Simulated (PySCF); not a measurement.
Runs of PySCF 2.14.0 on NAlBrH3. The cell holds a molecule in a box, 6 atoms: a = 12.000 Å, b = 13.000 Å, c = 13.000 Å, α = 90.00°, β = 90.00°, γ = 90.00°. 

```csv
task,level,three-body dispersion term,conv_tol,exxdiv,grid for exchange and correlation,three-centre integrals,gap on the mesh (eV)
atomic charges,r2SCAN50+D4,yes,1e-07 Ha,ewald,"Becke, atom-centred",read from an earlier run's file,9.52
CCSD(T) correlation energy,HF,-,1e-08 Ha,ewald,-,read from an earlier run's file,13.27
atomic charges,PBE,-,1e-07 Ha,-,"Becke, atom-centred",-,(a)
atomic charges,PBE0+D4,yes,1e-07 Ha,ewald,"Becke, atom-centred",read from an earlier run's file,7.17
atomic charges,HSE06+D3(BJ),no,1e-07 Ha,ewald,"Becke, atom-centred",read from an earlier run's file,6.37
excitation energies (Tamm-Dancoff),PBE0,-,1e-08 Ha,ewald,"Becke, atom-centred",read from an earlier run's file,7.17
MP2 correlation energy,HF,-,1e-08 Ha,ewald,-,read from an earlier run's file,13.27
atomic charges,SVWN5,-,1e-07 Ha,-,"Becke, atom-centred",read from an earlier run's file,4.96
```

Alike in all rows: potentials or basis 6-31g* (all-electron); no spin polarisation; cell as given; k mesh 1 × 1 × 1; smearing fixed.

**Question.** Estimate the missing entries.

**Answer.** (a) 5.01.

Caveats: this is a molecule in a periodic box at the Γ point, so its band gap is the HOMO-LUMO gap; relativity is left out, which matters for the heavier elements; the basis of atomic orbitals isn't converged, which shifts pressures, moduli and gaps; the basis is small and the box finite, so much correlation energy is missing and levels can be off by tenths of an eV (some runs); this program's HSE differs a little from the usual definition (some runs); the iterative solver can pass over a root and still report convergence (some runs).

A k mesh can miss the band edges, and the runs leave out spin-orbit coupling on Br.
